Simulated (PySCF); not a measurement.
# C5H11OP: circular dichroism and optical rotation

What do calculations give for the circular dichroism and optical rotation of C5H11OP (`C[C@@H]1CC[P@@]1(C)=O`)?

Computed with PySCF 2.14.0 and routines of our own; the level stands in each step. Atoms count from 0.

### 1 The system as given

18 atoms, charge 0, multiplicity 1; geometry from: GFN2-xTB.

### 2 Relaxing the molecule at PBE0-D3(BJ)/def2-SVP

Job settings and geometry (Å):

```
{"job": {"xc": "PBE0", "basis": "def2-SVP", "d3": "d3bj", "grid": 1, "kind": "geom"}, "charge": 0, "multiplicity": 1}
C     -0.781510     1.848149    -0.268522
C     -0.689426     0.397473    -0.695237
C     -1.335969    -0.653459     0.231018
C     -0.301752    -1.777948     0.037427
P      0.919549    -0.542588    -0.614845
C      1.913339     0.079046     0.792157
O      1.701774    -0.816600    -1.824727
H     -0.417643     1.979652     0.748366
H     -0.186432     2.474505    -0.930519
H     -1.815347     2.189031    -0.309650
H     -1.067427     0.283753    -1.716814
H     -1.338052    -0.300972     1.262200
H     -2.354795    -0.926885    -0.040429
H     -0.584204    -2.462007    -0.762651
H     -0.055755    -2.355014     0.925534
H      2.367847     1.021599     0.492867
H      1.313894     0.215553     1.685798
H      2.703149    -0.646970     0.976373
```

Run with:

```
$ OMP_NUM_THREADS=1 python excited_run.py task.json out
```

The driver reads the jobs from task.json and runs them one after another.

Standard output:

```text
step   0  E = -613.00207778  max force = 0.028314
step   1  E = -613.00546986  max force = 0.003245
step   2  E = -613.00556415  max force = 0.000812
step   3  E = -613.00559027  max force = 0.000819
step   4  E = -613.00561470  max force = 0.001171
step   5  E = -613.00563307  max force = 0.000811
step   6  E = -613.00564225  max force = 0.000432
optimisation converged
```

Run time: 49 s. Hardware: 1 thread of Arm Neoverse V2, shared host; peak memory 0.74 GiB.

The steps of the relaxation:

```csv
step,energy from step 0 (eV),largest force component (eV/Å)
0,0.0000,1.4560
1,-0.0923,0.1669
2,-0.0949,0.0418
3,-0.0956,0.0421
4,-0.0962,0.0602
5,-0.0967,0.0417
6,-0.0970,0.0222
```

Distances of close pairs at the start and the end, largest changes first:

```csv
bond,before (Å),after (Å),change (Å)
P4–O6,1.467,1.493,+0.026
C1–P4,1.865,1.848,-0.017
C5–H16,1.085,1.099,+0.014
C3–P4,1.856,1.842,-0.014
C0–H7,1.088,1.101,+0.013
C0–H9,1.089,1.102,+0.012
C0–H8,1.088,1.101,+0.012
C2–H11,1.090,1.102,+0.012
```

The final coordinates are the input of the step that follows.

```csv
at the end point,value
point group (found at 0.08 Å tolerance),C1
"rotational constants (GHz, main isotopes)","2.781, 1.990, 1.711"
dipole moment (D),4.09
```

### 3 Circular dichroism and optical rotation: TDDFT CAM-B3LYP/def2-SVPD

Job settings and geometry (Å):

```
{"job": {"kind": "ecd", "xc": "CAM-B3LYP", "basis": "def2-SVPD", "nstates": 12}, "charge": 0, "multiplicity": 1}
C     -0.920010     2.194953    -0.228951
C     -0.875648     0.723234    -0.571011
C     -1.469471    -0.317249     0.409812
C     -0.506484    -1.486329     0.103195
P      0.693414    -0.253005    -0.554007
C      1.647495     0.325365     0.884134
O      1.526525    -0.477053    -1.772262
H     -0.471596     2.395023     0.757034
H     -0.373459     2.791151    -0.975591
H     -1.956551     2.567477    -0.202719
H     -1.293582     0.543824    -1.577370
H     -1.356343     0.026171     1.450689
H     -2.535117    -0.540983     0.250708
H     -0.861453    -2.106407    -0.733979
H     -0.204466    -2.137422     0.934998
H      2.127034     1.280872     0.626430
H      1.027321     0.453815     1.782453
H      2.436996    -0.413708     1.083355
```

Level: TDDFT CAM-B3LYP/def2-SVPD circular dichroism and optical rotation, one conformer, gas phase.

Standard output:

```text
coarse grid: 14960 points
cycle   1  E = -613.0500059291  dE =  1.088e+00  |g| = 8.906e-01  |ddm| = 7.255e+00
cycle   2  E = -612.6949126241  dE =  3.551e-01  |g| = 1.618e+00  |ddm| = 2.507e+00
cycle   3  E = -613.2173135871  dE = -5.224e-01  |g| = 1.190e-01  |ddm| = 1.726e+00
cycle   4  E = -613.2202155035  dE = -2.902e-03  |g| = 5.620e-02  |ddm| = 2.977e-01
cycle   5  E = -613.2210191808  dE = -8.037e-04  |g| = 4.951e-03  |ddm| = 1.175e-01
cycle   6  E = -613.2210247076  dE = -5.527e-06  |g| = 2.742e-03  |ddm| = 1.576e-02
final grid: 138272 points
cycle   7  E = -613.3191479245  dE = -3.520e-05  |g| = 4.527e-03  |ddm| = 1.162e-01
cycle   8  E = -613.3191467160  dE =  1.209e-06  |g| = 5.215e-03  |ddm| = 1.901e-02
cycle   9  E = -613.3191532543  dE = -6.538e-06  |g| = 8.535e-04  |ddm| = 8.123e-03
cycle  10  E = -613.3191533826  dE = -1.284e-07  |g| = 2.261e-04  |ddm| = 1.028e-03
cycle  11  E = -613.3191533932  dE = -1.053e-08  |g| = 5.039e-05  |ddm| = 5.354e-04
cycle  12  E = -613.3191533938  dE = -6.530e-10  |g| = 8.725e-06  |ddm| = 1.184e-04
converged SCF energy = -613.3191533938

Singlet excitations and rotatory strengths (1e-40 esu^2 cm^2)
state   eV       nm     f(len)   f(vel)    R(len)    R(vel)   main configurations
  1   7.2057   172.1  0.04407  0.04294    11.215     9.802   H->L 0.54, H->L+2 0.17
  2   7.3250   169.3  0.03315  0.03090    16.088    16.884   H-1->L 0.42, H-1->L+1 0.17, H-1->L+2 0.11
  3   7.4076   167.4  0.01095  0.01019    -4.064    -2.058   H->L+1 0.39, H->L 0.20, H->L+4 0.10
  4   7.6317   162.5  0.00494  0.00649     0.969     0.379   H-1->L 0.40, H-1->L+2 0.24, H-1->L+1 0.08
  5   7.6953   161.1  0.00607  0.00558    22.994    22.391   H->L+2 0.39, H->L+1 0.20
  6   7.8895   157.2  0.02936  0.03337    -1.639    -1.359   H-1->L+1 0.35, H-1->L+2 0.25, H->L+2 0.11
  7   8.0073   154.8  0.00945  0.00964    -7.252    -7.883   H->L+3 0.74
  8   8.0854   153.3  0.01049  0.01147    -5.131    -3.984   H-1->L+3 0.41, H-1->L+5 0.10, H-1->L+8 0.08
  9   8.1963   151.3  0.00753  0.00797   -26.333   -26.630   H-1->L+5 0.22, H-1->L+3 0.21, H-1->L+4 0.21
 10   8.2707   149.9  0.00108  0.00170    -0.787    -2.265   H->L+4 0.25, H->L+5 0.20, H->L+1 0.10
 11   8.4587   146.6  0.03897  0.04228    26.872    27.281   H->L+5 0.19, H->L+6 0.14, H->L+1 0.13
 12   8.7279   142.1  0.04511  0.04507    -8.065    -8.471   H-1->L+6 0.21, H-1->L+4 0.16, H-1->L+5 0.10

Specific rotation (deg / (dm g/mL))
    nm     length   length(OI)   velocity    alpha(len)  alpha(vel)
  633.0      51.68      51.46      49.73       84.958     84.851
  589.3      60.90      60.65      58.64       85.228     85.123
  546.0      72.83      72.55      70.20       85.565     85.463
  436.0     127.47     127.01     123.28       86.962     86.868
  405.0     155.34     154.80     150.45       87.598     87.507
  365.0     208.77     208.10     202.71       88.702     88.619
  355.0     226.85     226.13     220.42       89.047     88.966
```

Wall time 98 s (1 thread of Arm Neoverse V2, shared host); peak memory 1.1 GiB.

### 4 Results

```
                                                                                       quantity                                                          value
                                                                                    point group                                                             C1
                                                           rotational constants (main isotopes)                                           2.78, 1.99, 1.71 GHz
state of largest rotatory strength (velocity form) among 12 (step 3, TDDFT CAM-B3LYP/def2-SVPD)  8.46 eV, R = +27.3 (velocity), +26.9 (length) ·10⁻⁴⁰ esu² cm²
                              specific rotation at 633.0 nm (step 3, TDDFT CAM-B3LYP/def2-SVPD)                                 49.7 (velocity), 51.7 (length)
```

What this shows: Over 6 steps the energy fell by 0.097 eV; of the close pairs, P4–O6 changed most, 1.467 to 1.493 Å. No frequency check was run at this level, so the end point may be a saddle. Rotations belong to one conformer.
